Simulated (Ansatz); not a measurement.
# Pd in Ansatz: reference runs

How does Pd come out in PBE? The cell is run as given.

Everything below comes from runs of Ansatz 0.2.0. Logs are shortened: lines on timing, memory, paths and dates and some standing lists are left out, and cuts for length are marked.

### Step 1. The cell of the first run

The cell holds a slab with vacuum, 5 atoms: a = 2.751 Å, b = 2.751 Å, c = 23.983 Å, α = 90.00°, β = 90.00°, γ = 120.00°.

### Step 2. Single point, PBE (the (1 1 1) slab of Pd, cut from the database cell, not relaxed)

Contents of input.yaml:

```yaml
crystal:
  lattice:
    - [2.7505039575, 0.0, 0.0]
    - [-1.3752519787, 2.3820063004, 0.0]
    - [0.0, 0.0, 23.9831083084]
  atoms:
    - { symbol: Pd, position: [0.6666666667, 0.3333333333, 0.3127200988] }
    - { symbol: Pd, position: [0.3333333333, 0.6666666667, 0.4063600494] }
    - { symbol: Pd, position: [0.0, 0.0, 0.5] }
    - { symbol: Pd, position: [0.6666666667, 0.3333333333, 0.5936399506] }
    - { symbol: Pd, position: [0.3333333333, 0.6666666667, 0.6872799012] }
hamiltonian:
  xc: pbe
  pseudopotentials: { kind: paw }
kpoints:
  mp_grid: { grid: [11, 11, 1] }
scf:
  occupations: { method: fermi_dirac, width: 0.05 }
output:
  forces: true
  eigenvalues: true
efield:
  axis: 3
  dipole_correction: true
  ramp_width: 0.04
```

Potentials or basis: Ansatz PAW.

The run is started by

```bash
> ansatz run input.yaml --threads 4 --pin off --max-ram 11264MiB --backend cpu --events-out ev --progress --plain --runs-dir out
```

The program printed:

```text
Warning: RAYON_NUM_THREADS=4 ignored (pool sized by the plan → 4); use --threads N
Engine: ansatz 0.2.0, x86_64-unknown-linux-gnu
Pseudopotentials: kind: paw
Pseudopotential: Pd, paw, valence charge 18, recommended cutoff 420 eV (normal), Pd.paw.azcp
Functional definition: PBE
  parameter kappa = 0.804
  parameter beta = 0.06672455060314922
  exchange = pbe_x(kappa = kappa, mu = beta*pi^2/3)
  correlation = pbe_c(beta = beta)
Crystal: 5 atoms, lattice volume = 157.131 Å³
Basis set: ecut = 420 eV, 3051 PW (Γ), exchange–correlation on 40×40×324 points (8 copies of the dense FFT grid, shifted against one another)
Bands: 54, of which v1, the nominal top of the filled ones, is band 45 counted from 1 (44 counted from 0)
Symmetry: 6 space group operations
k-points: 16 of 121 (time reversal used)
Non-local potential: Pd, projectors of the file, l = 0: 2, l = 1: 2, l = 2: 2, l = 3: 1
PAW form: soft (Blöchl's): semilocal exchange-correlation on the pseudo side does not see the compensation charge
PAW one-centre angular grid: Pd, 590 points (default); XC on 64 Gauss nodes
Initial density: superposition of atomic densities (neutral atoms: chi_scale 0, normalization atom), corrected by the library's trained network
Initial wavefunctions: pseudopotential atomic-orbital guess
Functional: x = pbe(κ = 0.804, μ = 0.2195149727645171), c = pbe(β = 0.06672455060314922)
SCF iter   1: F=—  HF=-34863.162405 eV  |F-HF|=—  |Δ(HF+E_count)|=         —  Δρ=1.39e-2  dr2=2.77e0  ethr=1.77e-3  p=0.000 e·Å  D=3.86e-13 V/Å  ΔV_dip=-0.00 eV  dr2_dipole=3.17e-6  V_vac-E_F(+/−)=4.87/4.87 eV  ⟨swp⟩=8.1  Hψ=3563  notcnv=0  defer=6
efield: sawtooth ramp at fractional position 0.9800 (placed from the atoms, in the widest stretch of the axis that holds none; the zero of the levels goes with the place), width 0.0400; the density the first Hamiltonian is built on has a dipole p = 0.000 e·Å; the dipole correction subtracts the counter field D = 3.86e-13 V/Å, which shifts the + side's vacuum level by -0.00 eV against the − side's; the planar-averaged density in the ramp window peaks in size at 5.5e-5 e/Å³
preconditioner: auto → LDOS  [metal: Δε(μ)=0.014 eV  Ē_g=7.237 eV  σ=0.050 eV  W_gap=0.07  n_scr=18 (ndim 8)  ℏωp=20.9 eV  f_vac=0.494  D(μ)=13.20/eV (n_scr^D=154)  β→1.0]
SCF iter   2: F=—  HF=-34863.131742 eV  |F-HF|=—  |Δ(HF+E_count)|=   3.07e-2  Δρ=8.68e-3  dr2=4.12e-1  ethr=1.77e-3  p=0.000 e·Å  D=2.40e-6 V/Å  ΔV_dip=-0.00 eV  dr2_dipole=2.09e-6  V_vac-E_F(+/−)=5.10/5.10 eV  ⟨swp⟩=2.1  Hψ=1056  notcnv=0  defer=37
SCF iter   3: F=—  HF=-34863.124036 eV  |F-HF|=—  |Δ(HF+E_count)|=   7.71e-3  Δρ=3.98e-3  dr2=2.07e-1  ethr=4.57e-4  p=-0.000 e·Å  D=-3.86e-6 V/Å  ΔV_dip=0.00 eV  dr2_dipole=1.48e-7  V_vac-E_F(+/−)=5.09/5.09 eV  ⟨swp⟩=2.0  Hψ=897  notcnv=0  defer=42
SCF iter   4: F=—  HF=-34863.121022 eV  |F-HF|=—  |Δ(HF+E_count)|=   3.01e-3  Δρ=7.57e-4  dr2=1.29e-3  ethr=2.30e-4  p=-0.000 e·Å  D=-3.51e-6 V/Å  ΔV_dip=0.00 eV  dr2_dipole=2.63e-8  V_vac-E_F(+/−)=5.17/5.17 eV  ⟨swp⟩=1.8  Hψ=860  notcnv=0  defer=42
SCF iter   5: F=—  HF=-34863.121569 eV  |F-HF|=—  |Δ(HF+E_count)|=   5.47e-4  Δρ=4.33e-4  dr2=4.89e-4  ethr=1.43e-6  p=-0.000 e·Å  D=-1.32e-6 V/Å  ΔV_dip=0.00 eV  dr2_dipole=3.33e-10  V_vac-E_F(+/−)=5.18/5.18 eV  ⟨swp⟩=3.2  Hψ=1766  notcnv=0  defer=42
SCF iter   6: F=—  HF=-34863.121521 eV  |F-HF|=—  |Δ(HF+E_count)|=   4.81e-5  Δρ=1.70e-4  dr2=1.16e-4  ethr=5.43e-7  p=-0.000 e·Å  D=-6.08e-7 V/Å  ΔV_dip=0.00 eV  dr2_dipole=2.71e-11  V_vac-E_F(+/−)=5.18/5.18 eV  ⟨swp⟩=2.3  Hψ=1225  notcnv=0  defer=42
SCF iter   7: F=—  HF=-34863.121513 eV  |F-HF|=—  |Δ(HF+E_count)|=   7.69e-6  Δρ=8.62e-5  dr2=2.81e-5  ethr=1.29e-7  p=-0.000 e·Å  D=-9.15e-8 V/Å  ΔV_dip=0.00 eV  dr2_dipole=5.08e-12  V_vac-E_F(+/−)=5.18/5.18 eV  ⟨swp⟩=1.8  Hψ=954  notcnv=0  defer=42
SCF iter   8: F=—  HF=-34863.121499 eV  |F-HF|=—  |Δ(HF+E_count)|=   1.44e-5  Δρ=3.75e-5  dr2=3.37e-6  ethr=3.12e-8  p=-0.000 e·Å  D=-2.83e-8 V/Å  ΔV_dip=0.00 eV  dr2_dipole=1.90e-12  V_vac-E_F(+/−)=5.18/5.18 eV  ⟨swp⟩=1.8  Hψ=1065  notcnv=0  defer=42
SCF iter   9: F=—  HF=-34863.121499 eV  |F-HF|=—  |Δ(HF+E_count)|=   9.19e-8  Δρ=1.00e-5  dr2=4.68e-7  ethr=3.75e-9  p=0.000 e·Å  D=1.14e-7 V/Å  ΔV_dip=-0.00 eV  dr2_dipole=8.80e-14  V_vac-E_F(+/−)=5.18/5.18 eV  ⟨swp⟩=2.1  Hψ=1172  notcnv=0  defer=42
SCF iter  10: F=-34863.121499 eV  HF=-34863.121499 eV  |F-HF|=1.69e-8  |Δ(HF+E_count)|=   1.20e-7  Δρ=4.56e-6  dr2=6.11e-8  ethr=1.11e-10  p=0.000 e·Å  D=3.18e-8 V/Å  ΔV_dip=-0.00 eV  dr2_dipole=7.54e-12  V_vac-E_F(+/−)=5.18/5.18 eV  ⟨swp⟩=13.4  Hψ=3976  notcnv=0
SCF 1 converged in 10 iterations: F = -34863.121499 eV  dr2 = 6.11e-8
SCF converged after 10 iterations
Free energy (F): -34863.121499 eV
Harris-Foulkes:  -34863.121499 eV  (|F-HF|=1.69e-8)
Internal energy: -34863.015192 eV  (E = F + TS)
E sigma→0 (E₀):  -34863.068346 eV
Entropy (-TS):   -0.106307 eV (-21.261 meV/atom)
Fermi energy:    6.567813 eV
Dipole field:    D = -0.000004 V/Å  (p = -0.000004 e·Å, saw-weighted, corrected)
Work function:   Φ+ = 5.1841 eV   Φ− = 5.1841 eV
Levels:          The Fermi level and band energies are counted from a zero that moves with the ramp; work functions are not
--- Per-component energies (eV) ---
  E_band       = -1861.254114
  E_kinetic    = 2569.219215
  E_local      = -138469.991383  (includes V_loc(G=0)·N_el)
  E_nonlocal   = 1087.100530
  E_hartree    = 67828.807165
  E_xc         = -842.239866
  E_vxc        = -1056.460593  (∫ρ·V_xc dr)
  E_paw        = -18752.161117  (= ΣΔE_a)
  E_vpaw       = -1648.703443  (= ΣTr[D̂ρ^β])
  E_aug_tail   = 0.001125  (compensation charges beyond the density's cutoff)
  E_efield     = 0.000000  (sawtooth field / dipole correction)
  E_vefield    = 0.000000  (∫n·V_field dr)
  E_ewald      = 51716.249138
  E_smearing   = -0.106307  (= −TS)
  E_closure    = 0.000000  (closes the sum)
  Σ components = -34863.121499   (vs F -34863.121499, Δ=0.00e0)
--- Forces (eV/Å), atoms counted from 1 ---
  atom   1  Pd    -0.00000000     0.00000000    -0.35166201
  atom   2  Pd     0.00000000    -0.00000000     0.09141584
  atom   3  Pd     0.00000000    -0.00000000     0.00000077
  atom   4  Pd    -0.00000000     0.00000000    -0.09141812
  atom   5  Pd     0.00000000    -0.00000000     0.35166365
  max |Σ_I F_I| component: 1.34e-7 eV/Å
--- Band table (eV; the first three rows and the last of 16) ---
  k-point 0: bands = ["-77.5892", "-77.5441", "-77.5357", "-77.1789", "-77.1789", "-43.4462", "-43.2886", "-43.1569", "-43.1486", "-43.1486", "-43.1067", "-43.1067", "-43.0960", "-43.0960", "-42.8309", "-42.8309", "-42.8309", "-42.8309", "-42.7209", "-42.7194", "-0.2983", "0.5311", "1.2299", "1.4999", "1.5829", "3.6389", "3.7154", "3.7263", "3.7263", "3.8114", "3.8114", "3.9182", "3.9182", "4.1387", "4.1681", "4.1681", "4.1955", "4.1955", "5.3055", "5.3055", "5.3637", "5.4279", "5.4279", "5.7823", "5.7823", "6.2486", "6.2486", "6.4924", "6.4924", "7.1983", "7.9014", "11.5306", "11.9309", "12.9420"]
  k-point 1: bands = ["-77.5858", "-77.5412", "-77.5332", "-77.1760", "-77.1760", "-43.4382", "-43.2888", "-43.1722", "-43.1646", "-43.1558", "-43.1248", "-43.1203", "-43.1130", "-43.1013", "-42.8558", "-42.8557", "-42.8370", "-42.8370", "-42.7183", "-42.7172", "-0.0374", "0.7812", "1.4496", "1.7271", "1.8003", "3.4494", "3.5146", "3.5866", "3.8218", "3.8764", "3.8952", "3.9262", "4.0001", "4.0876", "4.1252", "4.2211", "4.3106", "4.3613", "4.7512", "5.1614", "5.1637", "5.4564", "5.4892", "5.7388", "5.7844", "5.8903", "6.2518", "6.5047", "6.5929", "7.9402", "8.8141", "11.7464", "12.1673", "13.1340"]
  k-point 2: bands = ["-77.5765", "-77.5333", "-77.5268", "-77.1682", "-77.1682", "-43.4174", "-43.3019", "-43.2257", "-43.2081", "-43.1882", "-43.1752", "-43.1441", "-43.1299", "-43.1155", "-42.9217", "-42.9212", "-42.8534", "-42.8534", "-42.7118", "-42.7113", "0.6579", "1.3918", "1.9162", "2.2206", "2.3266", "2.9616", "3.2592", "3.2866", "3.4670", "3.8377", "3.9606", "4.0889", "4.1493", "4.1525", "4.3603", "4.3697", "4.5518", "4.6135", "4.8093", "4.8232", "5.0698", "5.1126", "5.3962", "5.4613", "5.7880", "6.1584", "6.2527", "6.5332", "7.4596", "9.1095", "10.3385", "12.3818", "12.8804", "13.6884"]
  k-point 15: bands = ["-77.5400", "-77.5028", "-77.5026", "-77.1382", "-77.1382", "-43.4219", "-43.3958", "-43.3762", "-43.3438", "-43.3116", "-43.2908", "-43.2273", "-43.2183", "-43.2015", "-43.0674", "-43.0672", "-43.0124", "-43.0119", "-42.6892", "-42.6892", "2.1008", "2.3546", "2.4790", "2.6036", "2.6550", "2.8603", "2.9363", "3.0784", "3.3178", "3.5614", "3.8296", "3.8907", "4.1700", "4.2568", "4.5185", "4.5599", "4.8587", "5.1435", "5.3742", "5.4999", "6.0690", "6.1376", "6.2858", "6.4265", "6.4507", "11.9060", "12.1125", "12.5211", "12.9828", "13.6085", "14.3922", "14.4664", "14.9864", "15.3952"]
```

Run time: 3.1 s. Hardware: 4 threads of AMD EPYC 7R13 (Zen 3), shared host; peak memory 0.54 GiB.

Results:

* Free energy: -34863.1215 eV
* Largest force: 0.352 eV/Å
* Band gap on the k mesh: none (metal or under the smearing width)
* Work function of the upper face: 5.18 eV
* Work function of the lower face: 5.18 eV
* Dipole across the slab: 0.000 e·Å

Forces in eV/Å, atoms in the order of the input:
```
Pd   0.000  0.000 -0.352
Pd   0.000  0.000  0.091
Pd   0.000  0.000  0.000
Pd   0.000  0.000 -0.091
Pd   0.000  0.000  0.352
```

Levels at points of the mesh, in eV from the Fermi level:
```csv
k point,band 41,band 42,band 43,band 44,band 45,band 46,band 47,band 48,band 49,band 50
"(0.00, 0.00, 0.00)",-1.20,-1.14,-1.14,-0.79,-0.79,-0.32,-0.32,-0.08,-0.08,0.63
```
